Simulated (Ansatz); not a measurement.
# PBE/def2-SVPD run of BH2ClO (SMILES OBCl)

Aim: the electronic atomisation energy of BH2ClO at PBE/def2-SVPD, from 5 runs. 

The calculation is run with Ansatz 0.2.0.

64 further runs of the same task are left out: 64 set aside as unsound or not needed.

**1. The system as given**

BH2ClO has 5 atoms, charge 0, and is taken as a singlet. SMILES: `OBCl`. The shape is that of a PBE0-D4/def2-TZVP optimisation. This is one conformer, not always the lowest.

Bond lengths: O1–B2 1.340 Å, B2–Cl3 1.766 Å, O1–H4 0.963 Å, B2–H5 1.189 Å. Angles: O1–B2–Cl3 121.0°, O1–B2–H5 119.8°, Cl3–B2–H5 119.2°, B2–O1–H4 113.9°.

**2. The energy at PBE/def2-SVPD**

Input file input.yaml:

```yaml
crystal:
  periodic: [false, false, false]
  atoms:
    - {symbol: O, position_ang: [-0.863300, -0.618600, -0.002900]}
    - {symbol: B, position_ang: [0.379000, -0.137200, 0.137900]}
    - {symbol: Cl, position_ang: [0.788600, 1.496000, -0.395300]}
    - {symbol: H, position_ang: [-1.477700, 0.001200, -0.409700]}
    - {symbol: H, position_ang: [1.223300, -0.815100, 0.628600]}
basis:
  gaussian:
    orbitals: def2-SVPD
accuracy: high
output: {orbitals: {seedname: orbitals}}
magnetization:
  spin_polarized: false
  initial_magnetization: 0
hamiltonian:
  xc: {name: PBE}
```

Run with:

```
$ ansatz run input.yaml --threads 1 --pin off --max-ram 3480MiB --events-out events.jsonl --progress --plain --runs-dir runs
```

The program printed:

```text
Warning: RAYON_NUM_THREADS=1 ignored (pool sized by the plan → 1); use --threads N
Functional definition: PBE
  name "PBE"
  parameter kappa = 0.804
  parameter beta = 0.06672455060314922
  exchange = pbe_x(kappa = kappa, mu = beta*pi^2/3)
  correlation = pbe_c(beta = beta)
1663 factors; integrals over basis functions are off by at most 3.7e-9 eV
mean field evaluation 1: about -15261.4589 eV, gradient 5.4e1 eV
mean field evaluation 2: about -15234.1983 eV, gradient 1.2e2 eV
mean field evaluation 4: about -15266.8072 eV, gradient 6.4e0 eV
mean field evaluation 8: about -15266.9165 eV, gradient 4.3e-1 eV
mean field evaluation 16: about -15266.9170 eV, gradient 9.5e-6 eV
mean field -15266.91696647 eV, -561.0488502299 hartree, gradient 4.0e-8 eV, S^2 0.000000; 0 other end points of the search recorded, 0 dependent functions left out
reference -15266.91697031 eV, -561.0488503708 hartree; 16, 16 occupied and 70, 70 virtual orbitals, 1663 factors
Total energy: -15266.91697031 eV, -561.0488503708 hartree
```

It took 3.6 s on 1 thread of Arm Neoverse V2, shared host; peak memory 0.19 GiB.

**3. The B atom at the same level**

Input file in.yaml:

```yaml
crystal:
  periodic: [false, false, false]
  atoms:
    - {symbol: B, position_ang: [0.000000, 0.000000, 0.000000]}
basis:
  gaussian: {orbitals: def2-SVPD}
magnetization: {spin_polarized: true, initial_magnetization: 1}
hamiltonian: {xc: pbe}
accuracy: high
```

Run with:

```
$ ansatz run in.yaml --threads 1 --pin off --max-ram 3480MiB --events-out events.jsonl --progress --plain --runs-dir runs
```

The program printed (excerpt; [...] marks lines left out):

```text
Warning: RAYON_NUM_THREADS=1 ignored (pool sized by the plan → 1); use --threads N
[... 6 set-up lines as earlier in the session ...]
161 factors; integrals over basis functions are off by at most 2.8e-9 eV
mean field evaluation 1: about -668.8485 eV, gradient 2.7e0 eV
mean field evaluation 2: about -668.9135 eV, gradient 8.7e-1 eV
mean field evaluation 4: about -668.9145 eV, gradient 2.8e-1 eV
mean field evaluation 8: about -668.9155 eV, gradient 5.8e-4 eV
mean field evaluation 16: about -668.8143 eV, gradient 3.6e0 eV
mean field evaluation 32: about -668.9155 eV, gradient 2.8e-3 eV
mean field -668.91549399 eV, -24.5821909970 hartree, gradient 8.2e-9 eV, S^2 0.752995; 1 other end points of the search recorded, 0 dependent functions left out
reference -668.91549630 eV, -24.5821910818 hartree; 3, 2 occupied and 17, 18 virtual orbitals, 161 factors
Total energy: -668.91549630 eV, -24.5821910818 hartree
```

Run time: 0.56 s. Hardware: 1 thread of Arm Neoverse V2, shared host.

**4. The Cl atom**

Input file run.yaml:

```yaml
crystal:
  periodic: [false, false, false]
  atoms:
    - symbol: Cl
      position_ang: [0.000000, 0.000000, 0.000000]
basis:
  gaussian:
    orbitals: def2-SVPD
magnetization:
  spin_polarized: true
  initial_magnetization: 1
hamiltonian:
  xc: {name: PBE}
accuracy: high
```

Run the same way, it converges to -459.80679 Eh (log not shown).

**5. The H atom**

Input file job.yaml:

```yaml
crystal:
  periodic: [false, false, false]
  atoms:
    - {symbol: H, position_ang: [0.000000, 0.000000, 0.000000]}
basis:
  gaussian:
    orbitals: def2-SVPD
accuracy: high
magnetization:
  spin_polarized: true
  initial_magnetization: 1
hamiltonian:
  xc: pbe
```

Run the same way, it converges to -0.49863 Eh (log not shown).

**6. The O atom, same level**

Input file molecule.yaml:

```yaml
crystal:
  periodic: [false, false, false]
  atoms:
    - {symbol: O, position_ang: [0.000000, 0.000000, 0.000000]}
basis:
  gaussian:
    orbitals: def2-SVPD
total_charge: 0
magnetization:
  spin_polarized: true
  initial_magnetization: 2
hamiltonian:
  xc: {name: PBE}
accuracy: high
```

Run the same way, it converges to -74.92421 Eh (log not shown).

**7. Results**

At PBE/def2-SVPD:

```
                     quantity          value
       molecule: total energy  -561.04885 Eh
        molecule: HOMO energy       -7.82 eV
        molecule: LUMO energy       -1.54 eV
      molecule: HOMO–LUMO gap        6.28 eV
         B atom: total energy   -24.58219 Eh
                 B atom: ⟨S²⟩          0.753
        Cl atom: total energy  -459.80679 Eh
                Cl atom: ⟨S²⟩          0.752
         H atom: total energy    -0.49863 Eh
                 H atom: ⟨S²⟩          0.750
         O atom: total energy   -74.92421 Eh
                 O atom: ⟨S²⟩          2.003
electronic atomisation energy      20.093 eV
```

**Reading.** Taking the molecule apart into free atoms costs 20.09 eV (1939 kJ/mol), before zero-point energy and without spin-orbit coupling.
